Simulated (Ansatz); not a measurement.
# ClFGeH4O3: the cost of one run

Method: RKS B3LYP/def2-SVP, in Ansatz 0.2.0.

## Step 1: The system as given

Bond lengths: Ge1–F2 2.030 Å, Ge1–O3 1.770 Å, O3–H4 1.010 Å, Ge1–O5 1.769 Å, O5–H6 1.010 Å, Ge1–O7 1.769 Å, O7–H8 1.010 Å, Ge1–Cl9 2.520 Å. Angles: F2–Ge1–O3 109.4°, F2–Ge1–O5 109.5°, F2–Ge1–O7 109.5°, F2–Ge1–Cl9 71.6°, O3–Ge1–O5 109.5°, O3–Ge1–O7 109.5°, O3–Ge1–Cl9 67.1°, O5–Ge1–O7 109.5°, O5–Ge1–Cl9 72.9°, O7–Ge1–Cl9 176.5°, Ge1–O3–H4 109.5°, Ge1–O5–H6 109.5°, Ge1–O7–H8 109.5°.

As a file:

```xyz
10

Ge    0.0000    0.0000    0.0000
F     0.0000    0.0000    2.0300
O     1.6691    0.0000   -0.5894
H     1.9855   -0.9521   -0.7061
O    -0.8337    1.4443   -0.5894
H    -1.7915    1.2136   -0.8118
O    -0.8337   -1.4443   -0.5894
H    -1.2883   -1.9100    0.1830
Cl    1.3216    1.9931    0.7946
H     0.6630    0.9998    1.9150
```

## Step 2: Pulling towards end A

Springs on the bonds that form and break draw the guess towards this end; the thresholds are loose.

Input file input.yaml:

```yaml
crystal:
  periodic: [false, false, false]
  atoms:
    - { symbol: Ge, position_ang: [0.0, 0.0, 0.0] }
    - { symbol: F, position_ang: [0.0, 0.0, 2.03] }
    - { symbol: O, position_ang: [1.6691, 0.0, -0.5894] }
    - { symbol: H, position_ang: [1.9855, -0.9521, -0.7061] }
    - { symbol: O, position_ang: [-0.8337, 1.4443, -0.5894] }
    - { symbol: H, position_ang: [-1.7915, 1.2136, -0.8118] }
    - { symbol: O, position_ang: [-0.8337, -1.4443, -0.5894] }
    - { symbol: H, position_ang: [-1.2883, -1.91, 0.183] }
    - { symbol: Cl, position_ang: [1.3216, 1.9931, 0.7946] }
    - { symbol: H, position_ang: [0.663, 0.9998, 1.915] }
basis:
  gaussian: { orbitals: def2-SVP }
hamiltonian:
  xc: b3lyp
relax:
  f_tol: 0.15
  max_steps: 25
  restrain:
    - { distance: [0, 8], at: 3.42, k: 30.0 }
    - { distance: [9, 1], at: 2.12, k: 30.0 }
    - { distance: [0, 1], at: 1.68, k: 30.0 }
    - { distance: [9, 8], at: 1.37, k: 30.0 }
```

The run is started by

```console
ansatz run input.yaml --threads 4 --pin off --max-ram 5120MiB --backend cpu --events-out ev --progress --plain --runs-dir out
```

What time and memory should one allow on 4 threads of Arm Neoverse V2, shared host?

About 23 s, with a peak of 0.34 GiB.
